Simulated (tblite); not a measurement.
## GaSb: one setting at a time in tblite

Simulated with tblite 0.8.0. This is a test of settings. The cell was built from a prototype and was relaxed with r2SCAN in plane waves (Ansatz 0.2.0). Not every such cell is a known phase. All runs are without spin polarisation.

It is cubic, F-43m (No. 216); conventional cell a = 6.132 Å, 28.82 Å³ an atom. Ga has 4 Sb at 2.66 Å; Sb has 4 Ga at 2.66 Å.

The base run uses GFN2-xTB on a cluster of 64 atoms.

```python
import json
from ase import Atoms
from ase.build import make_supercell
from ase.units import Bohr, GPa, Hartree
from tblite.interface import Calculator

atoms = Atoms(['Ga', 'Sb'],
              cell=[[0.0, 3.0658788, 3.0658788], [3.0658788, 0.0, 3.0658788], [3.0658788, 3.0658788, 0.0]],
              scaled_positions=[[0.0, 0.0, 0.0], [0.25, 0.25, 0.25]],
              pbc=True)
cluster = make_supercell(atoms, [[-2, 2, 2], [-2, -2, 2], [2, -2, 2]])
calc = Calculator('GFN2-xTB', cluster.numbers, cluster.positions / Bohr, lattice=cluster.cell[:] / Bohr, periodic=cluster.pbc)
calc.set('temperature', 0.02 / Hartree)
calc.set('max-iter', 150)
res = calc.singlepoint()
levels = res.get('orbital-energies') * Hartree
nv = round(res.get('orbital-occupations').sum() / 2)
cells = len(cluster) // len(atoms)
out = {'energy_per_cell': res.get('energy') * Hartree / cells, 'homo': levels[nv - 1], 'lumo': levels[nv],
       'stress': (-res.get('virial') * Hartree / cluster.get_volume() / GPa).tolist(), 'charges': res.get('charges')[:len(atoms)].tolist(), 'electrons': 2 * nv / cells}
json.dump(out, open('results.json', 'w'))
for key, value in out.items():
    print(key, value)
```

Command: `python run.py`. It took 11 s on 1 thread of Intel(R) Xeon(R) Platinum 8488C (Sapphire Rapids), with other jobs on the host, peak memory 0.13 GiB.

It converged with a gap of 0.75 eV and a pressure of 6.68 GPa (positive in compression). xTB was fitted to molecules, so gaps, charges and pressures of solids can be far off.

Each further run moved one setting: temperature (electronic temperature in eV); accuracy (scale of the thresholds); cluster (size of the cluster in conventional cells). Changes are from the base run, which isn't itself converged in every setting; energies of another Hamiltonian, functional, basis or charge aren't compared, and those at a high electronic temperature are mostly its entropy term.

```
                          setting  how it ended  gap change (eV)  energy change (meV/atom)  pressure change (GPa)  time (s)
                temperature = 0.3     converged            -0.11                     -55.4                   1.69        12
                  accuracy = 0.01     converged             0.00                       0.0                   0.00        27
cluster = 1x1x1 (poor on purpose)     converged             0.90                     904.0                  -2.69      0.96
```

accuracy = 0.01 changes nothing that matters here.

Spin-orbit coupling is left out, which matters wherever the heavy atoms make up the band edges.
